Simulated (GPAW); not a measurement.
# Cu2BrCl (R-3m) in GPAW: equation of state

How stiff is Cu2BrCl in PBE, and what volume does it want? The cell is scaled to several volumes.

Everything below comes from runs of GPAW 26.7.0. Logs are shortened: lines on timing, memory, paths and dates and some standing lists are left out, and cuts for length are marked. The log counts tension as positive stress, the text compression.

## Step 1: The structure

The structure is trigonal, space group R-3m (No. 166). The conventional cell has a = 3.711 Å, b = 3.711 Å, c = 18.143 Å, α = 90.00°, β = 90.00°, γ = 120.00°. Around Br (site symmetry -3m) lie 6 Cu at 2.64 Å. Cu (site symmetry 3m) is surrounded by 3 Cl at 2.61 Å and 3 Br at 2.64 Å. Cl (site symmetry -3m) is surrounded by 6 Cu at 2.61 Å.

The cell comes from a database or a generator and needn't be the stable form of this composition.

## Step 2: Equation of state, PBE

Input file run.py:

```python
from ase import Atoms
from ase.eos import EquationOfState
from ase.io import Trajectory
from ase.units import GPa
from gpaw import GPAW, PW

atoms = Atoms(['Br', 'Cu', 'Cu', 'Cl'],
              cell=[[1.8555099526, 1.0712791706, 6.0475086568],
                    [-1.8555099526, 1.0712791706, 6.0475086568],
                    [0.0, -2.1425583412, 6.0475086568]],
              scaled_positions=[[0.0, 0.0, 0.0],
                                [0.751603, 0.751603, 0.751603],
                                [0.248397, 0.248397, 0.248397],
                                [0.5, 0.5, 0.5]],
              pbc=True)

traj = Trajectory('eos.traj', 'w')
volumes, energies = [], []
for x in [0.94, 0.96, 0.98, 1.0, 1.02, 1.04, 1.06]:
    a = atoms.copy()
    a.set_cell(atoms.cell * x**(1 / 3), scale_atoms=True)
    calc = GPAW(mode=PW(600),
                xc='PBE',
                kpts={'size': (8, 8, 8), 'gamma': True},
                occupations={'name': 'fermi-dirac', 'width': 0.05},
                nbands=34,
                convergence={'density': 1e-05, 'energy': 1e-05},
                maxiter=150,
                txt=f'eos-{x:.2f}.txt')
    a.calc = calc
    energies.append(a.get_potential_energy(force_consistent=True))
    volumes.append(a.get_volume())
    p = -a.get_stress()[:3].mean() / GPa
    calc.write(f'eos-{x:.2f}.gpw')
    traj.write(a)
    print(f'{x:.2f} {volumes[-1]:10.4f} A^3 {energies[-1]:14.6f} eV {p:9.3f} GPa', flush=True)

v0, e0, B = EquationOfState(volumes, energies, eos='birchmurnaghan').fit()
print(f'V0 = {v0:.4f} A^3, E0 = {e0:.6f} eV, B0 = {B / GPa:.2f} GPa')
```

Potentials or basis: GPAW PAW data sets (gpaw-data 1.2.1), pw.

The run is started by

```sh
> OMP_NUM_THREADS=1 python run.py
```

Log:

```text
__  _  _
 | _ |_)|_||  |
 |__||  | ||/\| - 26.7.0

Input parameters:
  mode=PW(ecut=600.0),
  convergence={'density': 1e-05, 'energy': 1e-05},
  kpts=MonkhorstPack(size=(8, 8, 8), gamma=True),
  maxiter=150,
  nbands=34,
  occupations=Occupations(name='fermi-dirac', width=0.05),
  xc=XC(name='PBE')

Diagonalizing LCAO Hamiltonian
Converting LCAO to pw mode

       Cu

       Cl

       Cu

       Br

Atoms  # Å, Bohr magnetons
|   | symbol |         x |        y |         z |    initial magnetic moments |
|---|--------|-----------|----------|-----------|-----------------------------|
| 0 |     Br |  0.000000 | 0.000000 |  0.000000 | ( 0.0000,  0.0000,  0.0000) |
| 1 |     Cu | -0.000000 | 0.000000 | 13.357614 | ( 0.0000,  0.0000,  0.0000) |
| 2 |     Cu |  0.000000 | 0.000000 |  4.414553 | ( 0.0000,  0.0000,  0.0000) |
| 3 |     Cl |  0.000000 | 0.000000 |  8.886083 | ( 0.0000,  0.0000,  0.0000) |

Unit cell  # Å
| periodic |         x |         y |        z |  lengths |    angles |
|----------|-----------|-----------|----------|----------|-----------|
|      yes |  1.817632 |  1.049410 | 5.924055 | 6.284861 | 33.621085 |
|      yes | -1.817632 |  1.049410 | 5.924055 | 6.284861 | 33.621085 |
|      yes |  0.000000 | -2.098820 | 5.924055 | 6.284861 | 33.621085 |

Number of symmetries: 12
Symmetry operations  # r_c * U_cc + t_c -> r_c
|    | kind |            matrix            |
|----|------|------------------------------|
|  0 |  E   |  1, 0, 0,  0, 1, 0,  0, 0, 1 |
|  1 |  σ   |  1, 0, 0,  0, 0, 1,  0, 1, 0 |
|  2 |  σ   |  0, 1, 0,  1, 0, 0,  0, 0, 1 |
|  3 |  C3  |  0, 1, 0,  0, 0, 1,  1, 0, 0 |
|  4 |  C3  |  0, 0, 1,  1, 0, 0,  0, 1, 0 |
|  5 |  σ   |  0, 0, 1,  0, 1, 0,  1, 0, 0 |
|  6 |  C2  |  0, 0,-1,  0,-1, 0, -1, 0, 0 |
|  7 |  S6  |  0, 0,-1, -1, 0, 0,  0,-1, 0 |
|  8 |  S6  |  0,-1, 0,  0, 0,-1, -1, 0, 0 |
|  9 |  C2  |  0,-1, 0, -1, 0, 0,  0, 0,-1 |
| 10 |  C2  | -1, 0, 0,  0, 0,-1,  0,-1, 0 |
| 11 |  i   | -1, 0, 0,  0,-1, 0,  0, 0,-1 |

BZ-sampling:
  Number of BZ points: 512
  Number of IBZ points: 65

  Monkhorst-Pack size: [8, 8, 8]
  Monkhorst-Pack shift: [0.0625, 0.0625, 0.0625]

K-points  # in reciprocal-cell coordinates
|     |                                coordinates |     weight |
|-----|--------------------------------------------|------------|
|   0 | (  0.00000000,   0.00000000,   0.00000000) | 0.00195312 |
|   1 | (  0.12500000,   0.00000000,  -0.12500000) | 0.01171875 |
|   2 | (  0.12500000,   0.00000000,   0.00000000) | 0.01171875 |
|   3 | (  0.12500000,   0.12500000,  -0.12500000) | 0.01171875 |
|   4 | (  0.12500000,   0.12500000,   0.00000000) | 0.01171875 |
|   5 | (  0.12500000,   0.12500000,   0.12500000) | 0.00390625 |
|   6 | (  0.25000000,  -0.12500000,  -0.12500000) | 0.01171875 |
|   7 | (  0.25000000,   0.00000000,  -0.25000000) | 0.01171875 |
|   8 | (  0.25000000,   0.00000000,  -0.12500000) | 0.02343750 |
|   9 | (  0.25000000,   0.00000000,   0.00000000) | 0.01171875 |
| ... |                                            |            |
|  64 | (  0.50000000,   0.50000000,   0.50000000) | 0.00195312 |

Plane wave coefficients: 2297
Cutoff: 600.0 eV

Spin-components: 1 (collinear spins)
Bands:           34
Projectors:      22
Spin-degeneracy: 2
Datatype:        complex128

Parallelization:
  kpt:    1
  domain: 1
  band:   1

Density:
  Valence electrons: 36.0
  Components: 1
  Grid points: [36 36 36]
  Charge: 0.0  # |e|

Potential:
  Grid points: [36 36 36]

species:
  Br:
    name:    Bromine
    Z:       35.0
    valence: 7
    core:    28
    charge:  0.0  # [|e|]
    compensation charges:
      type: gauss
      rc: 0.35  # [Å]
      lmax: 2
    cutoffs:
      filter: 1.98  # [Å]
      core: 2.38  # [Å]
    projectors
    | kind |    occ | energy [eV] | rcut [Å] |
    |------|--------|-------------|----------|
    |   4s |  2.000 |     -20.121 |    1.111 |
    |   4p |  5.000 |      -7.861 |    1.111 |
    |    s |        |       7.091 |    1.111 |
    |    p |        |      19.351 |    1.111 |
    |    d |        |       0.000 |    1.111 |

    Using partial waves for Br as LCAO basis

  Cu:
    name:    Copper
    Z:       29.0
    valence: 11
    core:    18
    charge:  0.0  # [|e|]
    compensation charges:
      type: gauss
      rc: 0.33  # [Å]
      lmax: 2
    cutoffs:
      filter: 2.06  # [Å]
      core: 2.43  # [Å]
    projectors
    | kind |    occ | energy [eV] | rcut [Å] |
    |------|--------|-------------|----------|
    |   4s |  1.000 |      -4.609 |    1.164 |
    |   4p |  0.000 |      -0.698 |    1.164 |
    |   3d | 10.000 |      -5.039 |    1.058 |
    |    s |        |      22.603 |    1.164 |
    |    p |        |      26.513 |    1.164 |
    |    d |        |      22.172 |    1.058 |

    Using partial waves for Cu as LCAO basis

  Cl:
    name:    Chlorine
    Z:       17.0
    valence: 7
    core:    10
    charge:  0.0  # [|e|]
    compensation charges:
      type: gauss
      rc: 0.25  # [Å]
      lmax: 2
    cutoffs:
      filter: 1.40  # [Å]
      core: 1.49  # [Å]
    projectors
    | kind |    occ | energy [eV] | rcut [Å] |
    |------|--------|-------------|----------|
    |   3s |  2.000 |     -20.689 |    0.794 |
    |   3p |  5.000 |      -8.594 |    0.794 |
    |    s |        |       6.523 |    0.794 |
    |    p |        |      18.617 |    0.794 |
    |    d |        |       0.000 |    0.794 |

    Using partial waves for Cl as LCAO basis

Reference energy: -173500.100807  # eV

eigensolver:
  PPCG
  Converge bands: occupied
  niter=2

density mixing:
  MSR1-Mixer
  Pratt-step length: 0.05
  Maximum mixing coefficient: 0.75
  Old densities: 10
  SVD Regularization: 0.005
  Good broyden scale: 1.0
  Trust region scale: 1.0
  Backstep threshold: 4.0
  History deletion threshold: 6.0
  Fourier metric: weight=20.0, sigma=0.015

occupation numbers:
  Fermi-Dirac:
    width: 0.0500  # eV

poisson solver:
  ecut: 4800.0  # eV

xc functional:
  name: PBE with 2 nearest neighbor stencil

convergence criteria:
- Maximum integral of absolute [dens]ity change: 1e-05 electrons / valence electron
- Maximum [total energy] change in last 3 cyles: 1e-05 eV / valence electron
- Maximum integral of absolute [eigenst]ate change: 4e-08 eV^2 / valence electron
maximum number of iterations: 150

SCF iterations
|iter     | |      energy | eigst |  dens |
|---------|-|-------------|-------|-------|
|iter:   1| |  -11.480305 | +0.13 |       |
|iter:   2| |  -11.421872 | -1.84 | -1.47 |
|iter:   3| |  -11.221389 | -1.93 | -1.53 |
|iter:   4| |  -11.209343 | -3.35 | -1.85 |
|iter:   5| |  -11.206934 | -3.90 | -2.08 |
|iter:   6| |  -11.207061 | -4.60 | -2.59 |
|iter:   7| |  -11.207073c| -5.93 | -3.41 |
|iter:   8| |  -11.207075c| -6.56 | -3.79 |
|iter:   9| |  -11.207076c| -7.76c| -4.31 |
|iter:  10| |  -11.207076c| -8.70c| -5.18c|

Converged in 10 steps
Energy contributions relative to reference atoms: (reference = -173500.100807)

Energy contributions:
  Kinetic:          20.796670
  Coulomb:         -18.487658
  Zero:             -0.022159
  External:          0.000000
  Xc:              -13.493666
  Entropy:          -0.000524
  Spinorbit:         0.000000
  ----------------------------
  Free energy:     -11.207338
  Extrapolated:    -11.207076

dipole moment: (0.000000, -0.000000, -70.719981)  # |e|*Ang

Fermi level: 6.865
Eigenvalues  # (at kpt = [0.000, 0.000, 0.000])
| band index |      eig [eV] | occ [0-2] |
|------------|---------------|-----------|
|          0 |       -10.738 |     2.000 |
|        ... |               |           |
|         10 |         4.729 |     2.000 |
|         11 |         4.756 |     2.000 |
|         12 |         4.756 |     2.000 |
|         13 |         5.120 |     2.000 |
|         14 |         5.120 |     2.000 |
|         15 |         5.244 |     2.000 |
[... 8 lines left out ...]
|         24 |        15.690 |     0.000 |
|         25 |        15.718 |     0.000 |
|        ... |               |           |
|         33 |        20.220 |     0.000 |

Gap: 0.355 eV
Transition (v -> c):
  (s=0, k=0, n=17, [0.00, 0.00, 0.00]) -> (s=0, k=60, n=18, [0.50, 0.50, 0.00])
Direct/indirect transitions are different
Direct gap: 0.365 eV
Transition at: (s=0, k=0, n=17, [0.00, 0.00, 0.00])

Stress tensor  # eV/Ang^3
|         x |         y |         z |
|-----------|-----------|-----------|
| -0.037354 | -0.000000 | -0.000000 |
| -0.000000 | -0.037354 |  0.000000 |
| -0.000000 | -0.000000 | -0.036431 |

# Writing to eos-0.94.gpw (mode='')
```

Wall time 29 min (1 thread of Arm Neoverse V1, shared host); peak memory 0.64 GiB.

What came out:

```
Equilibrium volume                        : 18.56 Å³/atom
Bulk modulus at fixed shape and positions : 54 GPa
Pressure derivative of the bulk modulus   : 5.1
```

Energy against volume, from the lowest point:
```tsv
volume (Å³/atom)	energy (meV/atom)
16.950	27.74
17.310	15.88
17.671	7.58
18.032	2.39
18.392	0.00
18.753	0.09
19.113	2.37
```

Caveat: with this Cu data set, volumes or pressures lay over 1.5 % or 2 GPa off other programs in two to four cells of ten; the cell was scaled at fixed shape and fractional positions, which overstates the stiffness of a crystal with free parameters, most of all of layers and chains; the run has no spin polarisation, though such a crystal can be magnetic; the program warned that so skewed a cell can give wrong results.
